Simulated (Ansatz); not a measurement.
# CH4BClOS: one species, many methods

How much do the methods differ for CH4BClOS? The plan is to run it at one geometry with functionals of several rungs and with coupled cluster. The yardstick is the atomisation energy at the CCSD(T) limit.

The runs use Ansatz 0.2.0, Gaussian basis; functionals in def2-TZVPP, the program's frozen cores in correlated methods.

Plan: PBE-D4, r2SCAN-D4, PBE0-D4, B3LYP-D4, ωB97X-V, ωB97M-V, B2PLYP; CCSD(T)/def2-TZVPP; CCSD(T)/def2-QZVPP; extrapolation to the limit.

**1. The geometry**

An earlier PBE0-D4 in a triple-zeta def2 set relaxation fixed the geometry.

SMILES `COB(S)Cl`, 9 atoms, charge 0, spin multiplicity 1.

Atoms are counted from 1 here; the program's logs count them from 0.

Bond lengths: C1–O2 1.418 Å, C1–H6 1.092 Å, C1–H7 1.092 Å, C1–H8 1.089 Å, O2–B3 1.341 Å, B3–S4 1.804 Å, B3–Cl5 1.771 Å, S4–H9 1.344 Å. Angles: O2–C1–H6 110.8°, O2–C1–H7 110.8°, O2–C1–H8 107.1°, H6–C1–H7 109.0°, H6–C1–H8 109.6°, H7–C1–H8 109.6°, C1–O2–B3 123.4°, O2–B3–S4 121.0°, O2–B3–Cl5 122.0°, S4–B3–Cl5 117.0°, B3–S4–H9 94.9°.

**2. PBE-D4 (GGA)**

File in.yaml:

```yaml
crystal:
  periodic: [false, false, false]
  atoms:
    - {symbol: C, position_ang: [0.842120, -1.052207, 0.425447]}
    - {symbol: O, position_ang: [-0.209407, -0.392495, -0.260781]}
    - {symbol: B, position_ang: [-0.455521, 0.920737, -0.146921]}
    - {symbol: S, position_ang: [-1.812646, 1.693193, -1.051172]}
    - {symbol: Cl, position_ang: [0.523736, 1.973367, 0.886649]}
    - {symbol: H, position_ang: [0.715422, -0.963859, 1.506236]}
    - {symbol: H, position_ang: [1.810875, -0.633587, 0.145858]}
    - {symbol: H, position_ang: [0.801803, -2.101770, 0.138269]}
    - {symbol: H, position_ang: [-2.216382, 0.556621, -1.643585]}
basis:
  gaussian: {orbitals: def2-TZVPP}
hamiltonian: {xc: pbe, dispersion: d4}
output: {forces: true, orbitals: {seedname: orbitals}}
```

Launch:

```
$ ansatz run in.yaml --threads 2 --pin off --events-out ev --progress --plain --max-ram 22528MiB --backend cpu
```

Further steps of the session: r2SCAN-D4 (meta-GGA); PBE0-D4 (hybrid); B3LYP-D4 (hybrid); ωB97X-V (range-separated); ωB97M-V (range-separated); B2PLYP (double hybrid); CCSD(T) in def2-TZVPP; CCSD(T) in def2-QZVPP.

**Question.** What will the summary of the whole plan be? Wanted: atomisation energy, CCSD(T)/CBS; farthest; mean size of error, hybrid; mean size of error, range-separated; gap, smallest and largest; T1 diagnostic; triples share of the correlation energy.

**Answer**, as computed:

| quantity | value |
| --- | --- |
| atomisation energy, CCSD(T)/CBS | 3417.4 kJ/mol |
| functionals within 17.1 kJ/mol (0.5 %) | B3LYP-D4 |
| farthest | PBE-D4 (+96.7 kJ/mol) |
| mean size of error, hybrid | 15.0 kJ/mol |
| mean size of error, range-separated | 25.1 kJ/mol |
| gap, smallest and largest | 5.49 eV (PBE-D4), 12.27 eV (ωB97X-V) |
| T1 diagnostic | 0.0123 |
| triples share of the correlation energy | 4.1 % |

**Reading.** PBE-D4 misses by +96.7 kJ/mol. Double hybrids carry the basis error of their MP2 part in triple zeta, and no dispersion term here, so their miss is partly the set-up's. The reference freezes the cores and leaves out relativity and excitations past (T), so misses under about 17.1 kJ/mol can't be ranked. Hartree-Fock recovers 74 % of the binding; the rest is correlation. The gap grows from 5.5 to 12.3 eV across the functionals, mostly with the share of exact exchange.
